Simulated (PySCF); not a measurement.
# From one method to the next for CaO

What do other methods print for CaO?

Program: PySCF 2.14.0. Level of theory: method and basis as typed in the scripts. These are calculated values, not measurements.

3 further runs of the same task are left out: 3 that didn't finish.

## (1) The starting structure

CaO: 2 atoms, charge 0, spin multiplicity 1.

Bond lengths: Ca1–O2 2.037 Å.

## (2) The base run

The input, input.py:

```python
from pyscf import gto, dft

mol = gto.M(
    atom='Ca 0 0 0; O 0 0 2.037',
    basis='def2-svpd',
    charge=0,
    spin=0,
    verbose=3,
)
mf = dft.RKS(mol, xc='revtpss')
mf.kernel()
mf.analyze()
print('orbital energies (hartree):', mf.mo_energy[..., max(0, mol.nelec[1]-3):mol.nelec[0]+3].round(4))
```

Run with:

```console
OMP_NUM_THREADS=1 python input.py
```

## (3) Geometry optimisation

Variant 1 changes step after the SCF: analyze → optimize.

The input, input.py:

```python
from pyscf import gto, dft
from pyscf.geomopt.geometric_solver import optimize

mol = gto.M(
    atom='Ca 0 0 0; O 0 0 2.037',
    basis='def2-svpd',
    charge=0,
    spin=0,
    verbose=3,
)
mf = dft.RKS(mol, xc='revtpss')
mf.kernel()
g = mf.nuc_grad_method()
g.grid_response = True
mol_eq = optimize(g.as_scanner(), maxsteps=30)
print('optimised geometry (angstrom)')
print(mol_eq.tostring('raw'))
print('orbital energies (hartree):', mf.mo_energy[..., max(0, mol.nelec[1]-3):mol.nelec[0]+3].round(4))
```

## (4) NEVPT2 (RHF)

Variant 2 changes step after the SCF: analyze → nevpt2; SCF type: RKS → RHF; functional: revtpss → none (Hartree–Fock); active space: none → 6 electrons in 6 orbitals.

The input, input.py:

```python
from pyscf import gto, scf, mcscf, mrpt

mol = gto.M(
    atom='Ca 0 0 0; O 0 0 2.037',
    basis='def2-svpd',
    charge=0,
    spin=0,
    verbose=3,
)
mf = scf.RHF(mol)
mf.kernel()
mc = mcscf.CASSCF(mf, 6, 6)
mc.kernel()
mc.analyze()
mrpt.NEVPT(mc).kernel()
mf.dip_moment()
print('orbital energies (hartree):', mf.mo_energy[..., max(0, mol.nelec[1]-3):mol.nelec[0]+3].round(4))
```

## (5) Gradient

Variant 3 changes step after the SCF: analyze → gradient.

Edit input.py of step 2 so:

```diff
@@ -11,3 +11,6 @@
 mf.kernel()
-mf.analyze()
+g = mf.nuc_grad_method()
+g.grid_response = True
+g.kernel()
+mf.dip_moment()
 print('orbital energies (hartree):', mf.mo_energy[..., max(0, mol.nelec[1]-3):mol.nelec[0]+3].round(4))
```

## (6) Wb97

Variant 4 changes functional: revtpss → wb97.

Edit input.py of step 2 so:

```diff
@@ -9,3 +9,3 @@
 )
-mf = dft.RKS(mol, xc='revtpss')
+mf = dft.RKS(mol, xc='wb97')
 mf.kernel()
```

Before running it: what results should come out? Wanted: for each run, E(SCF); from base; gap; SCF dipole; after the SCF.

**Answer**, as computed:

| run | E(SCF) (hartree) | from base (eV) | gap (eV) | SCF dipole (D) | after the SCF |
| --- | --- | --- | --- | --- | --- |
| base | -752.407030 | 0 | 1.00 | 9.12 | n/a |
| geometry optimisation | -752.407030 | 0.0000 | 1.00 | n/a | bond 1.842 Å, -0.353 eV |
| NEVPT2 (RHF) | -751.385734 | not comparable | 6.00 | 13.26 | NEVPT2 correlation -9.696 eV (from the SCF energy, the CASSCF gain included) |
| gradient | -752.407030 | 0.0000 | 1.00 | 9.12 | n/a |
| wb97 | -752.613396 | not comparable | 6.14 | 11.99 | n/a |

SCF columns refer to the geometry typed in the script.

**Reading.** A lower total energy from another functional means nothing by itself. The dearest run is “geometry optimisation”, at 13 s against 2.9 s.
